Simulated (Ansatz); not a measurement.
# BAs3: the cost of one run

Program: Ansatz 0.2.0. Level of theory: DFT PBE, scalar-relativistic, plane waves, PAW. These are calculated values, not measurements.

## Step 1: The starting structure

The cell holds 20 atoms (As15B5): a = 7.116 Å, b = 7.459 Å, c = 7.561 Å, α = 89.01°, β = 91.18°, γ = 88.09°.

It is the last frame of an earlier stage of the same melt, run at 4000 K.

Its coordinates follow in the input file.

## Step 2: Langevin stage at 2880 K

One k point, a Fermi-Dirac width of 0.248 eV and a fixed cell.

File input.yaml:

```yaml
crystal:
  lattice:
    - [7.115002, 0.121684, -0.076226]
    - [0.121684, 7.457979, 0.065573]
    - [-0.076226, 0.065573, 7.560504]
  atoms:
    - { symbol: B, position: [0.0101910134, 0.4681301945, 0.9044143081] }
    - { symbol: B, position: [0.2008367302, 0.4991406227, 0.6348443538] }
    - { symbol: B, position: [0.1201351158, 0.4180772501, 0.0883004771] }
    - { symbol: B, position: [0.2428527463, 0.3031121629, 0.5370660004] }
    - { symbol: B, position: [0.0998070091, 0.5213540481, 0.3450174637] }
    - { symbol: As, position: [0.6278698903, 0.4171125253, 0.2207945808] }
    - { symbol: As, position: [0.954011451, 0.3026842184, 0.3182695931] }
    - { symbol: As, position: [0.6245594971, 0.9438560183, 0.0833363675] }
    - { symbol: As, position: [0.7813449944, 0.6481597412, 0.0128085019] }
    - { symbol: As, position: [0.9422553099, 0.3030406792, 0.7193797268] }
    - { symbol: As, position: [0.5685306576, 0.3858685551, 0.6089636141] }
    - { symbol: As, position: [0.2131382815, 0.0471614072, 0.8790330512] }
    - { symbol: As, position: [0.2647584613, 0.7201017273, 0.9918903321] }
    - { symbol: As, position: [0.9320537, 0.9296054113, 0.3066025214] }
    - { symbol: As, position: [0.3286263518, 0.3440695834, 0.2661686402] }
    - { symbol: As, position: [0.2515365009, 0.7221551752, 0.6591729072] }
    - { symbol: As, position: [0.3438279867, 0.8737099799, 0.314360885] }
    - { symbol: As, position: [0.8572913351, 0.69336505, 0.4975320342] }
    - { symbol: As, position: [0.7022424617, 0.8702078294, 0.7446934341] }
    - { symbol: As, position: [0.6790650794, 0.2367675113, 0.8904219529] }
  symmetry: { detect: false }
basis:
  ecutwfc: 420
  xc_grid: 1
kpoints:
  mp_grid: { grid: [1, 1, 1], shift: [0.25, 0.25, 0.25] }
hamiltonian:
  xc: pbe
scf:
  occupations: { method: fermi_dirac, width: 0.2482 }
  lower_state_search: "off"
  convergence: { dr2_threshold: 1.0e-05 }
output:
  forces: true
  stress: true
md:
  timestep: 1.5
  n_steps: 66
  ensemble: nvt_langevin
  friction: 0.03
  temperature: 2880.0
  initial_velocities: maxwell_boltzmann
  seed: 88239
```

Command:

```console
$ ansatz run input.yaml --threads 2 --pin off --max-ram 5120MiB --backend cpu --events-out ev --progress --plain --runs-dir out
```

**Question.** How long does this run take on 2 threads of Arm Neoverse N1, shared host, and how much memory does it need?

About 6.2 min, with a peak of 0.63 GiB.
